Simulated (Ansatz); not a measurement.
# Si₂NH₇ + HF: a complex and its separated parts, part 1 of 2

Aim: how far the complex at one end of a reaction step lies below its separated, relaxed parts, level by level.

Program: Ansatz 0.2.0, Gaussian basis. Level of theory: PBE0-D4/def2-TZVP structures, single points in def2-TZVPP, no counterpoise correction. These are calculated values, not measurements.

Levels: SPW92, PBE-D4, BLYP-D4, r2SCAN-D4, B97M-V, PBE0-D4, B3LYP-D4, r2SCAN0-D4, BHLYP-D4, CAM-B3LYP-D4, wB97X-V, wB97M-V, B2PLYP, PBE-QIDH, RPA on PBE, Hartree-Fock, MP2, CCSD, CCSD(T).

Cores are frozen in the correlated methods. B3LYP uses VWN-RPA correlation. B2PLYP carries no dispersion term here.

94 further runs of the same task are left out: 94 set aside as unsound or not needed.

## (1) Where the work starts

The complex: 12 atoms, charge 0, spin multiplicity 1.

Atoms are counted from 1 here; the program's logs count them from 0.

Bond lengths: Si1–H3 1.487 Å, Si1–H4 1.488 Å, Si1–N5 1.717 Å, Si1–Si7 2.359 Å, F2–H6 0.931 Å, N5–H8 1.010 Å, N5–H9 1.007 Å, Si7–H10 1.488 Å, Si7–H11 1.506 Å, Si7–H12 1.489 Å. Angles: H3–Si1–H4 109.6°, H3–Si1–N5 110.0°, H3–Si1–Si7 106.8°, H4–Si1–N5 108.1°, H4–Si1–Si7 107.2°, N5–Si1–Si7 115.0°, Si1–N5–H8 118.3°, Si1–N5–H9 119.3°, H8–N5–H9 111.3°, Si1–Si7–H10 112.4°, Si1–Si7–H11 110.7°, Si1–Si7–H12 113.6°, H10–Si7–H11 105.4°, H10–Si7–H12 109.0°, H11–Si7–H12 105.2°.

Geometry (Å):

```
Si   -1.0318    0.5278    0.3941
F     0.6036   -2.4800   -0.3325
H    -2.1329   -0.0806   -0.3995
H    -1.4719    1.8435    0.9309
N    -0.6364   -0.4842    1.7234
H     0.8888   -1.7737   -0.8671
Si    0.7404    0.9436   -1.1061
H    -0.2908   -1.4132    1.5317
H    -0.1861   -0.0849    2.5308
H     1.9047    1.5926   -0.4440
H     1.2717   -0.3460   -1.6733
H     0.3409    1.7550   -2.2884
```

Its parts: Si₂NH₇ holds atoms 1, 3, 4, 5, 7, 8, 9, 10, 11, 12; HF holds atoms 2, 6. Each part counts its atoms afresh in its own runs.

## (2) Relaxing Si₂NH₇ alone

Input file relax-a/in.yaml:

```yaml
crystal:
  periodic: [false, false, false]
  atoms:
    - {symbol: Si, position_ang: [-1.031839, 0.527838, 0.394072]}
    - {symbol: H, position_ang: [-2.132945, -0.080614, -0.399467]}
    - {symbol: H, position_ang: [-1.471926, 1.843514, 0.930905]}
    - {symbol: N, position_ang: [-0.636447, -0.484205, 1.723363]}
    - {symbol: Si, position_ang: [0.740398, 0.943650, -1.106051]}
    - {symbol: H, position_ang: [-0.290780, -1.413210, 1.531750]}
    - {symbol: H, position_ang: [-0.186099, -0.084889, 2.530831]}
    - {symbol: H, position_ang: [1.904683, 1.592634, -0.443971]}
    - {symbol: H, position_ang: [1.271692, -0.346032, -1.673315]}
    - {symbol: H, position_ang: [0.340939, 1.754954, -2.288368]}
basis:
  gaussian: {orbitals: def2-TZVP}
hamiltonian: {xc: pbe0, dispersion: d4}
relax: {f_tol: 0.005, max_steps: 200}
```

On the command line:

```bash
$ ansatz run in.yaml --threads 4 --pin off --events-out ev --progress --plain --max-ram 9574MiB
```

Output, cut to the lines that bear on the results:

```text
Functional definition: PBE0
  name "PBE0"
  cite "Adamo & Barone, J. Chem. Phys. 110, 6158 (1999) doi:10.1063/1.478522"
  cite "Perdew, Burke & Ernzerhof, Phys. Rev. Lett. 77, 3865 (1996) doi:10.1103/PhysRevLett.77.3865"
  parent pbe
[...]
999 factors; their error is unknown
[...]
mean field -17352.31799206 eV, -637.6859243846 hartree, gradient 2.4e-5 eV, S^2 0.000000; 0 other end points of the search recorded, 0 dependent functions left out
[...]
reference -17352.31802618 eV, -637.6859256385 hartree; 21, 21 occupied and 126, 126 virtual orbitals, 999 factors
[...]
Atom 2 at    -1.499162     1.842944     0.890974 Å, force    -0.000274     0.000089    -0.000150 eV/Å
Atom 3 at    -0.637808    -0.459561     1.734246 Å, force    -0.000021     0.000184     0.000193 eV/Å
Atom 4 at     0.758708     0.935486    -1.116125 Å, force    -0.000057     0.000094     0.000278 eV/Å
Atom 5 at    -0.446639    -1.438109     1.585957 Å, force    -0.000118    -0.000014     0.000270 eV/Å
Atom 6 at    -0.036013    -0.090581     2.453810 Å, force     0.000280    -0.000146    -0.000189 eV/Å
Atom 7 at     1.885193     1.615304    -0.415351 Å, force     0.000187    -0.000053    -0.000074 eV/Å
Atom 8 at     1.278546    -0.348033    -1.668057 Å, force    -0.000056    -0.000024    -0.000140 eV/Å
Atom 9 at     0.337595     1.794524    -2.258799 Å, force     0.000093     0.000199     0.000041 eV/Å
Dipole moment:     0.140250    -0.155467     0.176182 e Å
```

It took 15 s on 4 threads of Arm Neoverse V1, shared host.

The steps of the relaxation:

| step | energy from step 1 (eV) | largest force component (eV/Å) |
| --- | --- | --- |
| 1 | 0.0000 | 0.3873 |
| 2 | -0.0130 | 0.1336 |
| 3 | -0.0155 | 0.0848 |
| 4 | -0.0159 | 0.0718 |
| 5 | -0.0170 | 0.0202 |
| 6 | -0.0173 | 0.0113 |
| 7 | -0.0173 | 0.0439 |
| 8 | -0.0174 | 0.0120 |
| 9 | -0.0174 | 0.0003 |

Distances of close pairs at the start and the end, largest changes first:

```csv
bond,before (Å),after (Å),change (Å)
Si5–H9,1.506,1.491,-0.015
Si1–N4,1.717,1.727,+0.011
Si1–Si5,2.359,2.352,-0.007
Si5–H8,1.488,1.491,+0.002
Si5–H10,1.489,1.490,+0.002
N4–H6,1.010,1.008,-0.002
Si1–H2,1.487,1.489,+0.001
Si1–H3,1.488,1.489,+0.001
```

## (3) Relaxing HF alone

Input file relax-b/in.yaml:

```yaml
crystal:
  periodic: [false, false, false]
  atoms:
    - {symbol: F, position_ang: [0.603615, -2.479977, -0.332515]}
    - {symbol: H, position_ang: [0.888809, -1.773665, -0.867133]}
basis:
  gaussian: {orbitals: def2-TZVP}
hamiltonian: {xc: pbe0, dispersion: d4}
relax: {f_tol: 0.005, max_steps: 200}
```

On the command line:

```bash
$ ansatz run in.yaml --threads 4 --pin off --events-out ev --progress --plain --max-ram 9574MiB
```

Output, cut to the lines that bear on the results:

```text
[... 5 set-up lines as earlier in the session ...]
[...]
200 factors; their error is unknown
[...]
mean field -2731.79840076 eV, -100.3917395485 hartree, gradient 6.9e-6 eV, S^2 0.000000; 0 other end points of the search recorded, 0 dependent functions left out
[...]
reference -2731.80170831 eV, -100.3918610989 hartree; 5, 5 occupied and 32, 32 virtual orbitals, 200 factors
Total energy: -2731.80322159 eV, -100.3919167107 hartree
Atom 0 at     0.605241    -2.475949    -0.335564 Å, force    -0.001115    -0.002762     0.002091 eV/Å
Atom 1 at     0.887183    -1.777693    -0.864084 Å, force     0.001115     0.002762    -0.002091 eV/Å
Dipole moment:     0.122831     0.304203    -0.230256 e Å
```

Wall time 0.4 s (4 threads of Arm Neoverse V1, shared host).

Step by step:

```csv
step,energy from step 1 (eV),largest force component (eV/Å)
1,0.0000,0.4681
2,-0.0032,0.0994
3,-0.0033,0.0028
```

The bond:

| bond | before (Å) | after (Å) | change (Å) |
| --- | --- | --- | --- |
| F1–H2 | 0.931 | 0.920 | -0.011 |

## (4) SPW92/def2-TZVPP

Input file parta/in.yaml:

```yaml
crystal:
  periodic: [false, false, false]
  atoms:
    - {symbol: Si, position_ang: [-1.016781, 0.533490, 0.372523]}
    - {symbol: H, position_ang: [-2.115965, -0.131825, -0.379428]}
    - {symbol: H, position_ang: [-1.499162, 1.842944, 0.890974]}
    - {symbol: N, position_ang: [-0.637808, -0.459561, 1.734246]}
    - {symbol: Si, position_ang: [0.758708, 0.935486, -1.116125]}
    - {symbol: H, position_ang: [-0.446639, -1.438109, 1.585957]}
    - {symbol: H, position_ang: [-0.036013, -0.090581, 2.453810]}
    - {symbol: H, position_ang: [1.885193, 1.615304, -0.415351]}
    - {symbol: H, position_ang: [1.278546, -0.348033, -1.668057]}
    - {symbol: H, position_ang: [0.337595, 1.794524, -2.258799]}
basis:
  gaussian: {orbitals: def2-TZVPP}
hamiltonian: {xc: lda}
```

Input file partb/in.yaml:

```yaml
crystal:
  periodic: [false, false, false]
  atoms:
    - {symbol: F, position_ang: [0.605241, -2.475949, -0.335564]}
    - {symbol: H, position_ang: [0.887183, -1.777693, -0.864084]}
basis:
  gaussian: {orbitals: def2-TZVPP}
hamiltonian: {xc: lda}
```

Each run has its own folder and the same command.

On the command line:

```bash
$ ansatz run in.yaml --threads 4 --pin off --events-out ev --progress --plain --max-ram 9574MiB
```

Log of parta, cut to the lines that bear on the results:

```text
Functional definition: SPW92
  name "SPW92"
  cite "Dirac, Proc. Camb. Phil. Soc. 26, 376 (1930) doi:10.1017/S0305004100016108"
  cite "Slater, Phys. Rev. 81, 385 (1951) doi:10.1103/PhysRev.81.385"
  cite "Perdew & Wang, Phys. Rev. B 45, 13244 (1992) doi:10.1103/PhysRevB.45.13244"
[...]
1144 factors; their error is unknown
[...]
mean field -17283.84088190 eV, -635.1694370018 hartree, gradient 4.6e-5 eV, S^2 0.000000; 0 other end points of the search recorded, 0 dependent functions left out
reference -17283.84092367 eV, -635.1694385366 hartree; 21, 21 occupied and 192, 192 virtual orbitals, 1144 factors
Total energy: -17283.84092367 eV, -635.1694385366 hartree
```

Output in partb, cut to the lines that bear on the results:

```text
[... 5 set-up lines as earlier in the session ...]
[...]
215 factors; their error is unknown
[...]
mean field -2716.76647641 eV, -99.8393265174 hartree, gradient 3.5e-5 eV, S^2 0.000000; 0 other end points of the search recorded, 0 dependent functions left out
reference -2716.76648749 eV, -99.8393269247 hartree; 5, 5 occupied and 40, 40 virtual orbitals, 215 factors
Total energy: -2716.76648749 eV, -99.8393269247 hartree
```

They took 0.85 s (parta), 0.1 s (partb) on 4 threads of Arm Neoverse V1, shared host.

## (5) PBE-D4/def2-TZVPP

The same edit goes into each in.yaml of step 4 (parta, partb):

```diff
-hamiltonian: {xc: lda}
+hamiltonian: {xc: pbe, dispersion: d4}
```

The same command starts each run, in its folder.

On the command line:

```bash
$ ansatz run in.yaml --threads 4 --pin off --events-out ev --progress --plain --max-ram 9574MiB
```

parta printed, cut to the lines that bear on the results:

```text
Functional definition: PBE
  name "PBE"
[... 2 set-up lines as earlier in the session ...]
[...]
1144 factors; their error is unknown
[...]
mean field -17350.56446209 eV, -637.6214833469 hartree, gradient 2.3e-5 eV, S^2 0.000000; 0 other end points of the search recorded, 0 dependent functions left out
reference -17350.56450630 eV, -637.6214849714 hartree; 21, 21 occupied and 192, 192 virtual orbitals, 1144 factors
Total energy: -17350.74781689 eV, -637.6282215115 hartree
```

Output in partb, cut to the lines that bear on the results:

```text
[... 4 set-up lines as earlier in the session ...]
[...]
215 factors; their error is unknown
[...]
mean field -2731.84355699 eV, -100.3933990094 hartree, gradient 4.7e-5 eV, S^2 0.000000; 0 other end points of the search recorded, 0 dependent functions left out
reference -2731.84356910 eV, -100.3933994543 hartree; 5, 5 occupied and 40, 40 virtual orbitals, 215 factors
Total energy: -2731.84546296 eV, -100.3934690525 hartree
```

Times: 1.4 s (parta), 0.15 s (partb) on 4 threads of Arm Neoverse V1, shared host.

## (6) BLYP-D4/def2-TZVPP

The same edit goes into each in.yaml of step 5 (parta, partb):

```diff
-hamiltonian: {xc: pbe, dispersion: d4}
+hamiltonian: {xc: {name: BLYP}, dispersion: d4}
```

One command serves all of them, each in its own folder.

On the command line:

```bash
$ ansatz run in.yaml --threads 4 --pin off --events-out ev --progress --plain --max-ram 9574MiB
```

parta printed, cut to the lines that bear on the results:

```text
Functional definition: BLYP
  name "BLYP"
  cite "Becke, Phys. Rev. A 38, 3098 (1988) doi:10.1103/PhysRevA.38.3098"
  cite "Lee, Yang & Parr, Phys. Rev. B 37, 785 (1988) doi:10.1103/PhysRevB.37.785"
[...]
1144 factors; their error is unknown
[...]
mean field -17359.92796505 eV, -637.9655857338 hartree, gradient 1.2e-5 eV, S^2 0.000000; 0 other end points of the search recorded, 0 dependent functions left out
reference -17359.92833441 eV, -637.9655993077 hartree; 21, 21 occupied and 192, 192 virtual orbitals, 1144 factors
Total energy: -17360.32675089 eV, -637.9802408431 hartree
```

Output in partb, cut to the lines that bear on the results:

```text
[... 4 set-up lines as earlier in the session ...]
[...]
215 factors; their error is unknown
[...]
mean field -2734.23789692 eV, -100.4813893787 hartree, gradient 3.9e-5 eV, S^2 0.000000; 0 other end points of the search recorded, 0 dependent functions left out
reference -2734.23802052 eV, -100.4813939210 hartree; 5, 5 occupied and 40, 40 virtual orbitals, 215 factors
Total energy: -2734.24260246 eV, -100.4815623043 hartree
```

Times: 1.4 s (parta), 0.15 s (partb) on 4 threads of Arm Neoverse V1, shared host.

## (7) r2SCAN-D4/def2-TZVPP

Each input of step 6 (parta, partb) changes in the same lines:

```diff
-hamiltonian: {xc: {name: BLYP}, dispersion: d4}
+hamiltonian: {xc: r2scan, dispersion: d4}
```

The same command starts each run, in its folder.

On the command line:

```bash
$ ansatz run in.yaml --threads 4 --pin off --events-out ev --progress --plain --max-ram 9574MiB
```

parta printed, cut to the lines that bear on the results:

```text
Functional definition: r2SCAN
  name "r2SCAN"
  cite "Furness, Kaplan, Ning, Perdew & Sun, J. Phys. Chem. Lett. 11, 8208 (2020) doi:10.1021/acs.jpclett.0c02405"
  cite "Furness, Kaplan, Ning, Perdew & Sun, J. Phys. Chem. Lett. 11, 9248 (2020) doi:10.1021/acs.jpclett.0c03077"
  parent r2scan
[...]
1144 factors; their error is unknown
[...]
mean field -17358.55679549 eV, -637.9151961818 hartree, gradient 4.4e-5 eV, S^2 0.000000; 0 other end points of the search recorded, 0 dependent functions left out
reference -17358.55680963 eV, -637.9151967016 hartree; 21, 21 occupied and 192, 192 virtual orbitals, 1144 factors
Total energy: -17358.60134776 eV, -637.9168334474 hartree
```

Log of partb, cut to the lines that bear on the results:

```text
[... 5 set-up lines as earlier in the session ...]
[...]
215 factors; their error is unknown
[...]
mean field -2733.29261586 eV, -100.4466509406 hartree, gradient 6.5e-6 eV, S^2 0.000000; 0 other end points of the search recorded, 0 dependent functions left out
reference -2733.29261904 eV, -100.4466510575 hartree; 5, 5 occupied and 40, 40 virtual orbitals, 215 factors
Total energy: -2733.29307657 eV, -100.4466678714 hartree
```

Wall times: 2.8 s (parta), 0.4 s (partb) on 4 threads of Arm Neoverse V1, shared host.

## (8) B97M-V/def2-TZVPP

The same edit goes into each in.yaml of step 7 (parta, partb):

```diff
-hamiltonian: {xc: r2scan, dispersion: d4}
+hamiltonian: {xc: {name: B97M-V}}
```

One command serves all of them, each in its own folder.

On the command line:

```bash
$ ansatz run in.yaml --threads 4 --pin off --events-out ev --progress --plain --max-ram 9574MiB
```

Log of parta, cut to the lines that bear on the results:

```text
Functional definition: B97M-V
  name "B97M-V"
  cite "Mardirossian & Head-Gordon, J. Chem. Phys. 142, 074111 (2015) doi:10.1063/1.4907719"
  cite "Becke, J. Chem. Phys. 107, 8554 (1997) doi:10.1063/1.475007"
  cite "Vydrov & Van Voorhis, J. Chem. Phys. 133, 244103 (2010) doi:10.1063/1.3521275"
  # Of w^i u^j: cxij and so on, Table III.
[...]
  gx(w, u) = cx00 + cx01*u + cx02*u^2 + (cx10 + cx11*u)*w
[...]
  gos(w, u) = cos00 + cos01*u + cos03*u^3 + cos10*w + cos32*w^3*u^2
[...]
      + integral(e_c_pw_mod_opposite_spin*gos(b97_w_opposite, b97_u_opposite)) + vv10(b, c)
1144 factors; their error is unknown
[...]
mean field -17356.68995212 eV, -637.8465909535 hartree, gradient 2.7e-5 eV, S^2 0.000000; 0 other end points of the search recorded, 0 dependent functions left out
reference -17356.69002176 eV, -637.8465935127 hartree; 21, 21 occupied and 192, 192 virtual orbitals, 1144 factors
Total energy: -17356.69002176 eV, -637.8465935127 hartree
```

Log of partb, cut to the lines that bear on the results:

```text
[... 5 set-up lines as earlier in the session ...]
  # Of w^i u^j: cxij and so on, Table III.
[...]
  gx(w, u) = cx00 + cx01*u + cx02*u^2 + (cx10 + cx11*u)*w
[...]
  gos(w, u) = cos00 + cos01*u + cos03*u^3 + cos10*w + cos32*w^3*u^2
[...]
      + integral(e_c_pw_mod_opposite_spin*gos(b97_w_opposite, b97_u_opposite)) + vv10(b, c)
215 factors; their error is unknown
[...]
mean field -2733.38838700 eV, -100.4501704650 hartree, gradient 2.3e-5 eV, S^2 0.000000; 0 other end points of the search recorded, 0 dependent functions left out
reference -2733.38840471 eV, -100.4501711159 hartree; 5, 5 occupied and 40, 40 virtual orbitals, 215 factors
Total energy: -2733.38840471 eV, -100.4501711159 hartree
```

They took 6.5 s (parta), 0.3 s (partb) on 4 threads of Arm Neoverse V1, shared host.

## (9) PBE0-D4/def2-TZVPP

Each input of step 8 (parta, partb) changes in the same lines:

```diff
-hamiltonian: {xc: {name: B97M-V}}
+hamiltonian: {xc: pbe0, dispersion: d4}
+output: {orbitals: {seedname: orbitals}}
```

One command serves all of them, each in its own folder.

On the command line:

```bash
$ ansatz run in.yaml --threads 4 --pin off --events-out ev --progress --plain --max-ram 9574MiB
```

Output in parta, cut to the lines that bear on the results:

```text
[... 5 set-up lines as earlier in the session ...]
[...]
1150 factors; their error is unknown
[...]
mean field -17352.40857815 eV, -637.6892533621 hartree, gradient 2.0e-5 eV, S^2 0.000000; 0 other end points of the search recorded, 0 dependent functions left out
reference -17352.40861185 eV, -637.6892546004 hartree; 21, 21 occupied and 192, 192 virtual orbitals, 1150 factors
Total energy: -17352.56420186 eV, -637.6949724279 hartree
```

Output in partb, cut to the lines that bear on the results:

```text
[... 5 set-up lines as earlier in the session ...]
[...]
215 factors; their error is unknown
[...]
mean field -2731.86112589 eV, -100.3940446546 hartree, gradient 4.0e-5 eV, S^2 0.000000; 0 other end points of the search recorded, 0 dependent functions left out
reference -2731.86113461 eV, -100.3940449748 hartree; 5, 5 occupied and 40, 40 virtual orbitals, 215 factors
Total energy: -2731.86264788 eV, -100.3941005866 hartree
```

Wall times: 1.8 s (parta), 0.15 s (partb) on 4 threads of Arm Neoverse V1, shared host.

## (10) B3LYP-D4/def2-TZVPP

Each input of step 9 (parta, partb) changes in the same lines:

```diff
-hamiltonian: {xc: pbe0, dispersion: d4}
-output: {orbitals: {seedname: orbitals}}
+hamiltonian: {xc: {name: B3LYP}, dispersion: d4}
```

The same command starts each run, in its folder.

On the command line:

```bash
$ ansatz run in.yaml --threads 4 --pin off --events-out ev --progress --plain --max-ram 9574MiB
```

parta printed, cut to the lines that bear on the results:

```text
Functional definition: B3LYP
  name "B3LYP"
  cite "Stephens, Devlin, Chabalowski & Frisch, J. Phys. Chem. 98, 11623 (1994) doi:10.1021/j100096a001"
[... 2 set-up lines as earlier in the session ...]
  cite "Vosko, Wilk & Nusair, Can. J. Phys. 58, 1200 (1980) doi:10.1139/p80-159"
[...]
1150 factors; their error is unknown
[...]
mean field -17362.37354659 eV, -638.0554591978 hartree, gradient 3.1e-5 eV, S^2 0.000000; 0 other end points of the search recorded, 0 dependent functions left out
reference -17362.37382390 eV, -638.0554693885 hartree; 21, 21 occupied and 192, 192 virtual orbitals, 1150 factors
Total energy: -17362.67019486 eV, -638.0663608205 hartree
```

Output in partb, cut to the lines that bear on the results:

```text
[... 6 set-up lines as earlier in the session ...]
[...]
215 factors; their error is unknown
[...]
mean field -2734.54625281 eV, -100.4927212487 hartree, gradient 1.9e-5 eV, S^2 0.000000; 0 other end points of the search recorded, 0 dependent functions left out
reference -2734.54634365 eV, -100.4927245869 hartree; 5, 5 occupied and 40, 40 virtual orbitals, 215 factors
Total energy: -2734.54933332 eV, -100.4928344555 hartree
```

Wall times: 1.6 s (parta), 0.15 s (partb) on 4 threads of Arm Neoverse V1, shared host.

## (11) r2SCAN0-D4/def2-TZVPP

The same edit goes into each in.yaml of step 10 (parta, partb):

```diff
-hamiltonian: {xc: {name: B3LYP}, dispersion: d4}
+hamiltonian: {xc: {name: r2SCAN0}, dispersion: d4}
```

Each run has its own folder and the same command.

On the command line:

```bash
$ ansatz run in.yaml --threads 4 --pin off --events-out ev --progress --plain --max-ram 9574MiB
```

parta printed, cut to the lines that bear on the results:

```text
Functional definition: r2SCAN0
  name "r2SCAN0"
  cite "Bursch, Neugebauer, Ehlert & Grimme, J. Chem. Phys. 156, 134105 (2022) doi:10.1063/5.0086040"
[... 3 set-up lines as earlier in the session ...]
[...]
1150 factors; their error is unknown
[...]
mean field -17358.19549683 eV, -637.9019187011 hartree, gradient 6.7e-5 eV, S^2 0.000000; 0 other end points of the search recorded, 0 dependent functions left out
reference -17358.19550810 eV, -637.9019191152 hartree; 21, 21 occupied and 192, 192 virtual orbitals, 1150 factors
Total energy: -17358.24837413 eV, -637.9038619058 hartree
```

partb printed, cut to the lines that bear on the results:

```text
[... 6 set-up lines as earlier in the session ...]
[...]
215 factors; their error is unknown
[...]
mean field -2732.94548617 eV, -100.4338941596 hartree, gradient 6.6e-5 eV, S^2 0.000000; 0 other end points of the search recorded, 0 dependent functions left out
reference -2732.94548863 eV, -100.4338942501 hartree; 5, 5 occupied and 40, 40 virtual orbitals, 215 factors
Total energy: -2732.94599059 eV, -100.4339126970 hartree
```

They took 3.1 s (parta), 0.4 s (partb) on 4 threads of Arm Neoverse V1, shared host.

## (12) BHLYP-D4/def2-TZVPP

The same edit goes into each in.yaml of step 11 (parta, partb):

```diff
-hamiltonian: {xc: {name: r2SCAN0}, dispersion: d4}
+hamiltonian: {xc: {name: BHLYP}, dispersion: d4}
```

The same command starts each run, in its folder.

On the command line:

```bash
$ ansatz run in.yaml --threads 4 --pin off --events-out ev --progress --plain --max-ram 9574MiB
```

Output in parta, cut to the lines that bear on the results:

```text
Functional definition: BHLYP
  name "BHLYP"
  cite "Becke, J. Chem. Phys. 98, 1372 (1993) doi:10.1063/1.464304"
[... 2 set-up lines as earlier in the session ...]
[...]
1202 factors; their error is unknown
[...]
mean field -17360.06298133 eV, -637.9705474906 hartree, gradient 2.2e-5 eV, S^2 0.000000; 0 other end points of the search recorded, 0 dependent functions left out
reference -17360.06317020 eV, -637.9705544312 hartree; 21, 21 occupied and 192, 192 virtual orbitals, 1202 factors
Total energy: -17360.29998880 eV, -637.9792573543 hartree
```

Output in partb, cut to the lines that bear on the results:

```text
[... 5 set-up lines as earlier in the session ...]
[...]
234 factors; their error is unknown
[...]
mean field -2733.43317104 eV, -100.4518162480 hartree, gradient 1.2e-5 eV, S^2 0.000000; 0 other end points of the search recorded, 0 dependent functions left out
reference -2733.43323157 eV, -100.4518184726 hartree; 5, 5 occupied and 40, 40 virtual orbitals, 234 factors
Total energy: -2733.43495952 eV, -100.4518819735 hartree
```

Wall times: 1.6 s (parta), 0.15 s (partb) on 4 threads of Arm Neoverse V1, shared host.

(Continued in part 2 of 2.)
